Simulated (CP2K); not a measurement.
Here is a CP2K 2026.2 calculation.

File nbsi_scf.inp:

```
&GLOBAL
  PROJECT nbsi_scf
  RUN_TYPE ENERGY_FORCE
  PRINT_LEVEL LOW
&END GLOBAL
&FORCE_EVAL
  METHOD QS
  STRESS_TENSOR ANALYTICAL
  &DFT
    BASIS_SET_FILE_NAME BASIS_MOLOPT_UZH
    POTENTIAL_FILE_NAME POTENTIAL_UZH
    &MGRID
      CUTOFF 450
      REL_CUTOFF 60
      NGRIDS 4
    &END MGRID
    &QS
      METHOD GPW
      EPS_DEFAULT 1.0E-10
    &END QS
    &KPOINTS
      SCHEME MONKHORST-PACK 8 8 8
      GAMMA_CENTERED T
      SYMMETRY T
      SYMMETRY_BACKEND SPGLIB
    &END KPOINTS
    &SCF
      SCF_GUESS ATOMIC
      EPS_SCF 1.0E-6
      MAX_SCF 100
      ADDED_MOS 13
      CHOLESKY OFF
      EPS_EIGVAL 1.0E-7
      &DIAGONALIZATION ON
        ALGORITHM STANDARD
      &END DIAGONALIZATION
      &MIXING ON
        METHOD BROYDEN_MIXING
        ALPHA 0.4
        BETA 1.5
        NBUFFER 8
      &END MIXING
      &SMEAR ON
        METHOD FERMI_DIRAC
        ELECTRONIC_TEMPERATURE [K] 580.226
      &END SMEAR
    &END SCF
    &XC
      &XC_FUNCTIONAL
        &GGA_X_PBE
        &END GGA_X_PBE
        &GGA_C_PBE
        &END GGA_C_PBE
      &END XC_FUNCTIONAL
    &END XC
    &PRINT
      &KPOINTS ON
      &END KPOINTS
      &MULLIKEN ON
      &END MULLIKEN
      &MO ON
        ENERGIES T
        OCCUPATION_NUMBERS T
        &EACH
          QS_SCF 0
        &END EACH
        ADD_LAST NUMERIC
      &END MO
      &LOWDIN ON
      &END LOWDIN
      &HIRSHFELD ON
        SHAPE_FUNCTION DENSITY
      &END HIRSHFELD
      &E_DENSITY_CUBE ON
        STRIDE 1
      &END E_DENSITY_CUBE
      &V_HARTREE_CUBE ON
        STRIDE 1
      &END V_HARTREE_CUBE
      &ELF_CUBE ON
        STRIDE 1
      &END ELF_CUBE
    &END PRINT
  &END DFT
  &SUBSYS
    &CELL
      ABC 3.1564400000 3.1564400000 3.1564400000
      ALPHA_BETA_GAMMA 90.0000000000 90.0000000000 90.0000000000
      PERIODIC XYZ
    &END CELL
    &COORD
      SCALED
      Nb  -0.0081220000 -0.0041090000 -0.0158380000
      Si  0.4928710000 0.5132360000 0.4871190000
    &END COORD
    &KIND Nb
      BASIS_SET TZVP-MOLOPT-PBE-GTH-q13
      POTENTIAL GTH-PBE-q13
    &END KIND
    &KIND Si
      BASIS_SET TZVP-MOLOPT-PBE-GTH-q4
      POTENTIAL GTH-PBE-q4
    &END KIND
    &PRINT
      &ATOMIC_COORDINATES ON
      &END ATOMIC_COORDINATES
      &CELL ON
      &END CELL
    &END PRINT
  &END SUBSYS
  &PRINT
    &FORCES ON
    &END FORCES
    &STRESS_TENSOR ON
    &END STRESS_TENSOR
  &END PRINT
&END FORCE_EVAL
```

Potentials or basis: POTENTIAL_UZH Nb GTH-PBE-q13, Si GTH-PBE-q4; TZVP-MOLOPT-PBE-GTH basis.

Run with:

```console
$ OMP_NUM_THREADS=1 cp2k.psmp -i nbsi_scf.inp -o nbsi_scf.out
```

Q: Predict the Hirshfeld charges.

A: Nb +0.15; Si -0.15 e.

Q: What does it give for the pressure?

A: 0.7 GPa.

Q: Predict the largest force.

A: 0.301 eV/Å.

Q: Predict the band gap on the k mesh.

A: None (metal or under the smearing width).

Stress tensor (GPa, compression positive):
```
0.91 0.02 0.00
0.02 0.25 0.07
0.00 0.07 0.89
```

Caveat: the basis of atomic orbitals isn't converged, which shifts pressures, moduli and gaps.
